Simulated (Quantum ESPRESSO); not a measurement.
A run of Quantum ESPRESSO 7.5:

File pw.in:

```
&CONTROL
  calculation = 'scf'
  prefix = 'pwscf'
  outdir = './tmp'
  pseudo_dir = './pseudo'
  tprnfor = .true.
  tstress = .true.
  disk_io = 'low'
/
&SYSTEM
  ibrav = 0
  nat = 7
  ntyp = 2
  ecutwfc = 45
  ecutrho = 360
  nbnd = 40
  input_dft = 'pbe'
  occupations = 'smearing'
  smearing = 'mv'
  degauss = 0.01469973
/
&ELECTRONS
  conv_thr = 1.4d-09
  electron_maxstep = 120
  mixing_beta = 0.5
/
ATOMIC_SPECIES
Sb   121.7600 sb_lda_v1.4.uspp.F.UPF
Se    78.9710 se_lda_v1.uspp.F.UPF
CELL_PARAMETERS angstrom
   5.1241260700    0.0000000000    0.0000000000
  -2.5620630300    4.4376233500    0.0000000000
   0.0000000000    0.0000000000    9.1101114200
ATOMIC_POSITIONS crystal
Sb     0.0000000000    0.0000000000    0.7067469700
Sb     0.0000000000    0.0000000000    0.2932530300
Se     0.5000000000    0.0000000000    0.0000000000
Se     0.0000000000    0.5000000000    0.0000000000
Se     0.5000000000    0.5000000000    0.0000000000
Se     0.0000000000    0.0000000000    0.5000000000
Se     0.0000000000    0.0000000000    0.0000000000
K_POINTS automatic
6 6 3 0 0 0
```

Contents of nscf.in:

```
&CONTROL
  calculation = 'nscf'
  prefix = 'pwscf'
  outdir = './tmp'
  pseudo_dir = './pseudo'
  disk_io = 'low'
/
&SYSTEM
  ibrav = 0
  nat = 7
  ntyp = 2
  ecutwfc = 45
  ecutrho = 360
  nbnd = 40
  input_dft = 'pbe'
  occupations = 'tetrahedra_opt'
/
&ELECTRONS
  conv_thr = 1d-08
  electron_maxstep = 120
  mixing_beta = 0.5
/
ATOMIC_SPECIES
Sb   121.7600 sb_lda_v1.4.uspp.F.UPF
Se    78.9710 se_lda_v1.uspp.F.UPF
CELL_PARAMETERS angstrom
   5.1241260700    0.0000000000    0.0000000000
  -2.5620630300    4.4376233500    0.0000000000
   0.0000000000    0.0000000000    9.1101114200
ATOMIC_POSITIONS crystal
Sb     0.0000000000    0.0000000000    0.7067469700
Sb     0.0000000000    0.0000000000    0.2932530300
Se     0.5000000000    0.0000000000    0.0000000000
Se     0.0000000000    0.5000000000    0.0000000000
Se     0.5000000000    0.5000000000    0.0000000000
Se     0.0000000000    0.0000000000    0.5000000000
Se     0.0000000000    0.0000000000    0.0000000000
K_POINTS automatic
9 9 5 0 0 0
```

projwfc.in

```
&PROJWFC
  prefix = 'pwscf'
  outdir = './tmp'
  filpdos = 'p'
  Emin = -9
  Emax = 16
  DeltaE = 0.05
/
```

Potentials or basis: GBRV 1.5 LDA.

Launch:

```sh
$ OMP_NUM_THREADS=1 pw.x -in pw.in > pw.out
$ OMP_NUM_THREADS=1 pw.x -in nscf.in > nscf.out
$ OMP_NUM_THREADS=1 projwfc.x -in projwfc.in > projwfc.out
```

Hardware: 1 thread of AMD EPYC 9R14 (Zen 4), on a shared host.

Task: Estimate the wall time of this run.

Result: It took 4.6 min on 1 thread of AMD EPYC 9R14 (Zen 4) (shared host), peak memory 0.68 GiB. Counts: scf iterations 12, k pools 1, bands 40, k points 14, g dense 161269.
